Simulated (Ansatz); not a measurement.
**H5O2SSbSi: basis-set convergence**

One table from this session's results is given with a row withheld; the runs are named, their logs left out.

Method: one geometry, several basis sets; program: Ansatz 0.2.0, Gaussian basis.

The runs, in order: PBE0-D4/def2-SVP; ωB97M-V/def2-SVP; PBE0-D4/def2-QZVPP; ωB97M-V/def2-QZVPP; the functionals' def2-TZVPP values are taken from earlier runs.

**The relaxed structure**

An earlier PBE0-D4 in a triple-zeta def2 set relaxation fixed the geometry. Sb takes the def2 core potential; no spin-orbit term is included.

10 atoms, charge 0, spin multiplicity 1.

Atoms are counted from 1 here; the program's logs count them from 0.

Bond lengths: O1–Sb2 1.974 Å, O1–H6 0.961 Å, Sb2–O3 1.957 Å, Sb2–Si4 2.617 Å, O3–H7 0.969 Å, Si4–S5 2.154 Å, Si4–H8 1.484 Å, Si4–H9 1.488 Å, S5–H10 1.344 Å. Angles: Sb2–O1–H6 111.7°, O1–Sb2–O3 98.7°, O1–Sb2–Si4 86.7°, O3–Sb2–Si4 92.7°, Sb2–O3–H7 110.4°, Sb2–Si4–S5 107.1°, Sb2–Si4–H8 110.8°, Sb2–Si4–H9 113.4°, S5–Si4–H8 106.1°, S5–Si4–H9 109.2°, H8–Si4–H9 109.9°, Si4–S5–H10 94.1°.

The first run:

File in.yaml:

```yaml
crystal:
  periodic: [false, false, false]
  atoms:
    - {symbol: O, position_ang: [0.647317, -0.802944, 2.049655]}
    - {symbol: Sb, position_ang: [1.433975, 0.524480, 0.818262]}
    - {symbol: O, position_ang: [0.030731, 1.885283, 0.913967]}
    - {symbol: Si, position_ang: [0.221317, -0.769189, -1.106043]}
    - {symbol: S, position_ang: [-1.806039, -0.044477, -1.178831]}
    - {symbol: H, position_ang: [0.879600, -0.621166, 2.964325]}
    - {symbol: H, position_ang: [-0.821120, 1.510422, 0.645805]}
    - {symbol: H, position_ang: [0.129012, -2.216367, -0.792592]}
    - {symbol: H, position_ang: [0.856248, -0.578911, -2.438452]}
    - {symbol: H, position_ang: [-1.487943, 1.061668, -1.873195]}
basis:
  gaussian: {orbitals: def2-SVP}
hamiltonian: {xc: pbe0, dispersion: d4}
output: {orbitals: {seedname: orbitals}}
```

Among the steps run: PBE0-D4 in def2-SVP; ωB97M-V in def2-SVP; PBE0-D4 in def2-QZVPP; ωB97M-V in def2-QZVPP.

One of the session's tables, all rows but one given; the rest of the session is left out.

It belongs to the step «Density functionals: the series». 

| functional | basis | HOMO (eV) |
| --- | --- | --- |
| PBE0-D4 | def2-SVP | ? |
| PBE0-D4 | def2-TZVPP | -6.85 |
| PBE0-D4 | def2-QZVPP | -6.87 |
| ωB97M-V | def2-SVP | -8.66 |
| ωB97M-V | def2-TZVPP | -8.80 |
| ωB97M-V | def2-QZVPP | -8.84 |

Q: Estimate the row for PBE0-D4, def2-SVP from the others.

**Answer.** HOMO (eV): -6.74. In the column «HOMO (eV)» it is the highest.
